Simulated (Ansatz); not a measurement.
# Sn3As: the cost of one run

Computed with Ansatz 0.2.0 (DFT PBE, scalar-relativistic, plane waves, PAW, unless a step's input says otherwise).

1 further run of the same task is left out (set aside as unsound or not needed).

## 1. The structure to begin with

It takes space group P6_3/mmc (No. 194, hexagonal). Conventional cell: a = 6.654 Å, b = 6.654 Å, c = 5.356 Å, α = 90.00°, β = 90.00°, γ = 120.00°. Sn (site symmetry mm2) is surrounded by 8 Sn at 3.24 to 3.41 Å and 4 As at 3.27 to 3.33 Å. As (site symmetry -6m2) is surrounded by 12 Sn at 3.27 to 3.33 Å.

Structure file:

```cif
data_structure
_symmetry_space_group_name_H-M 'P 1'
_symmetry_Int_Tables_number 1
_cell_length_a 6.6540
_cell_length_b 6.6540
_cell_length_c 5.3564
_cell_angle_alpha 90.000
_cell_angle_beta 90.000
_cell_angle_gamma 120.000
_cell_volume 205.38
loop_
_atom_site_label
_atom_site_type_symbol
_atom_site_fract_x
_atom_site_fract_y
_atom_site_fract_z
_atom_site_occupancy
Sn1 Sn 0.34194 0.17097 0.75000 1
Sn2 Sn 0.82903 0.17097 0.75000 1
Sn3 Sn 0.82903 0.65806 0.75000 1
Sn4 Sn 0.65806 0.82903 0.25000 1
Sn5 Sn 0.17097 0.82903 0.25000 1
Sn6 Sn 0.17097 0.34194 0.25000 1
As1 As 0.66667 0.33333 0.25000 1
As2 As 0.33333 0.66667 0.75000 1
```

It is the end of an earlier relaxation with the same method, from a generated guess; it needn't be the stable form of this composition. At a tolerance of 0.05 Å it has space group P6_3/mmc (No. 194); it has 25.67 Å³/atom, an uncorrected energy of +0.14 eV/atom over the elements.

## 2. Bands, states and charges

The input, input.yaml:

```yaml
crystal:
  lattice:
    - [6.6539612906, 3.0e-09, 0.0]
    - [-3.3269806478, 5.762499512, 0.0]
    - [0.0, 0.0, 5.3563875781]
  atoms:
    - { symbol: Sn, position: [0.3419385254, 0.1709692627, 0.75] }
    - { symbol: Sn, position: [0.8290307373, 0.1709692627, 0.75] }
    - { symbol: Sn, position: [0.8290307373, 0.6580614746, 0.75] }
    - { symbol: Sn, position: [0.6580614746, 0.8290307373, 0.25] }
    - { symbol: Sn, position: [0.1709692627, 0.8290307373, 0.25] }
    - { symbol: Sn, position: [0.1709692627, 0.3419385254, 0.25] }
    - { symbol: As, position: [0.6666666667, 0.3333333333, 0.25] }
    - { symbol: As, position: [0.3333333333, 0.6666666667, 0.75] }
basis:
  ecutwfc: 420
kpoints:
  mp_grid: { grid: [6, 6, 8] }
  band_path:
    path:
      - [[0.0, 0.0, 0.0], [0.5, 0.0, 0.0], [0.33333333, 0.33333333, 0.0], [0.0, 0.0, 0.0], [0.0, 0.0, 0.5], [0.5, 0.0, 0.5], [0.33333333, 0.33333333, 0.5], [0.0, 0.0, 0.5]]
      - [[0.5, 0.0, 0.5], [0.5, 0.0, 0.0]]
      - [[0.33333333, 0.33333333, 0.5], [0.33333333, 0.33333333, 0.0]]
    npoints: 14
hamiltonian:
  xc: pbe
scf:
  occupations: { method: gaussian, width: 0.1 }
  n_extra_bands: 20
output:
  forces: true
  stress: true
  eigenvalues: true
  populations: true
  dos: { projected: true, de: 0.02, nscf_kmesh: { grid: [8, 8, 10] } }
  bader: true
  write_density: true
  write_potential: true
  elf: true
  volumetric_format: npy
```

Run with:

```console
$ ansatz run input.yaml --threads 1 --pin off --max-ram 2560MiB --backend cpu --events-out ev --progress --plain --runs-dir out
```

Q: Estimate wall time and peak memory on 1 thread of Intel Xeon at 2.70GHz, shared host.

About 3 min, with a peak of 1.3 GiB.
